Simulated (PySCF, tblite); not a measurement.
# C₅H₉NO: geometry, infrared bands and NMR shifts

Aim: predict the infrared bands and NMR shifts of C₅H₉NO (`[H]/N=C/C=C/COC`).

Programs: tblite 0.8.0 and PySCF 2.14.0, with density-fitted response routines of our own. Each step states its level of theory. These are calculated values for one molecule in the gas phase, unless marked as measured. Atoms are numbered from 0 throughout.

## 1. The molecule as given

16 atoms, charge 0, multiplicity 1; geometry from: force field or distance geometry start.

Bonds of the start (Å): C0–O1 1.36, O1–C2 1.38, C2–C3 1.46, C3–C4 1.28, C4–C5 1.48, C5–N6 1.30, C0–H7 1.14, C0–H8 1.09, C0–H9 1.16, C2–H10 1.13, C2–H11 1.15, C3–H12 1.12, C4–H13 1.07, C5–H14 1.07, N6–H15 1.05.

## 2. Geometry optimisation with GFN2-xTB

Job settings and geometry (Å):

```
{"job": {"kind": "relax", "xc": "GFN2-xTB", "basis": "xTB"}, "charge": 0, "multiplicity": 1}
C     -1.320100     1.860600     1.032600
O     -1.937900     0.800800     0.439400
C     -1.384700    -0.451400     0.632700
C     -0.099400    -0.750700     0.014800
C      0.654700    -0.002000    -0.702600
C      1.935700    -0.535800    -1.217900
N      2.709100     0.209400    -1.953000
H     -1.925800     2.777000     0.724000
H     -0.250800     1.983100     0.871300
H     -1.507700     1.752300     2.168300
H     -1.260200    -0.643000     1.742300
H     -2.208200    -1.168300     0.275400
H      0.285000    -1.780400     0.228400
H      0.429600     1.000700    -1.017800
H      2.263100    -1.532500    -0.986800
H      3.610100    -0.243400    -2.262300
```

Run with:

```sh
> OMP_NUM_THREADS=1 python probes_run.py task.json out
```

The driver reads the jobs from task.json and runs them one after another.

**Question.** This job is followed by: GFN2-xTB harmonic vibrations, gas phase; GIAO PBE0/pcSseg-1 NMR shielding, non-relativistic, gas phase. Predict these results of the whole session: strongest single infrared mode (GFN2-xTB); zero-point energy (GFN2-xTB); 13C shifts against TMS (PBE0/pcSseg-1); 1H shifts against TMS (PBE0/pcSseg-1, means over atoms taken as alike); 17O shifts against H2O (PBE0/pcSseg-1); 15N shifts against NH3 (PBE0/pcSseg-1).

**Answer**, as computed:

| quantity | value |
| --- | --- |
| strongest single infrared mode (GFN2-xTB) | 2810 cm⁻¹, 141 km/mol |
| zero-point energy (GFN2-xTB) | 82.1 kcal/mol |
| 13C shifts against TMS (PBE0/pcSseg-1) | 172.4, 150.8, 141.4, 75.4, 58.8 ppm |
| 1H shifts against TMS (PBE0/pcSseg-1, means over atoms taken as alike) | 11.31, 8.57, 6.89, 6.07, 4.40, 3.51 ppm |
| 17O shifts against H2O (PBE0/pcSseg-1) | 13.6 ppm |
| 15N shifts against NH3 (PBE0/pcSseg-1) | 369.2 ppm |

The optimisation took 67 steps and gained 0.552 eV; among the close pairs (by a distance rule), C0–H9 changed most, from 1.156 to 1.098 Å. No mode is imaginary among the 42: a minimum at this level. The strongest single mode, at 2810 cm⁻¹, moves mainly H14. Unscaled tight-binding wavenumbers are off by several per cent, some by more. Its intensities can rank the bands wrongly. At PBE0/pcSseg-1: The largest span, 698 ppm, is at N6, where the paramagnetic term is -417 ppm.
